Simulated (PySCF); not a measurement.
**A diatomic session: ZnBi+**

One table from this session's results is given with a row withheld; the runs are named, their logs left out.

The runs use PySCF 2.14.0; Zn def2-SVP, Bi def2-SVP with ECP60, scalar-relativistic core potentials.

The first run:

A driver script around PySCF takes these settings:

```json
{"atoms": "Zn, Bi", "charge": "1", "basis": "Zn def2-SVP, Bi def2-SVP with ECP60", "Hamiltonian": "scalar-relativistic core potentials", "basis functions": "57", "electrons treated": "52", "masses in u": "63.9291, 208.9804", "levels": "PBE0, PBE, r²SCAN, B2PLYP, revPBE, B97-3, HSE06, HF, MP2, SCS-MP2", "grid": "80 radial by 434 angular points", "occupations": "held fixed by the projection of orbital angular momentum", "dissociation limit": "Zn + Bi+, each in its ground configuration", "starting distance in angstrom": "2.750", "values of 2S to try": "0, 2"}
```

Command:

```console
> OMP_NUM_THREADS=1 python dia.py task.json out
```

Steps of the session up to this table: Set-up; The PBE0 curve of the state that the search chose; Excited determinants; PBE (GGA); r²SCAN; B2PLYP (double hybrid); revPBE (GGA); B97-3; HSE06; ROHF (mean field).

One of the session's tables, all rows but one given; the rest of the session is left out.

Energy (eV) from each level's lowest point:

```
R (Å)   ROHF  ROHF-MP2  ROHF-SCS-MP2    PBE  revPBE
2.328  0.802     0.627         0.684  0.532   0.591
2.436  0.408     0.279         0.321  0.226   0.266
2.545  0.173     0.090         0.115  0.066   0.089
2.626  0.072     0.022         0.034  0.013   0.024
2.707      ?         ?             ?      ?       ?
2.788  0.000     0.012         0.000  0.017   0.007
2.897  0.017     0.066         0.040  0.070   0.049
3.032  0.082     0.175         0.131  0.170   0.135
3.194  0.201     0.338         0.275  0.312   0.263
3.411  0.388     0.576         0.492  0.510   0.445
```

**Question.** Estimate the row for R (Å) = 2.707.

Worked estimate for «ROHF». A straight line through the neighbours (2.626, 0.072) and (2.788, 0.000) gives 0.072 + (0.000 − 0.072) × (2.707 − 2.626) / (2.788 − 2.626) = 0.036; a parabola fitted to 4 rows on both sides gives 0.019.

As computed: ROHF: 0.018; ROHF-MP2: 0.000; ROHF-SCS-MP2: 0.000; PBE: 0.000; revPBE: 0.000. In «ROHF» the line misses by +0.018 and the parabola by +0.001.
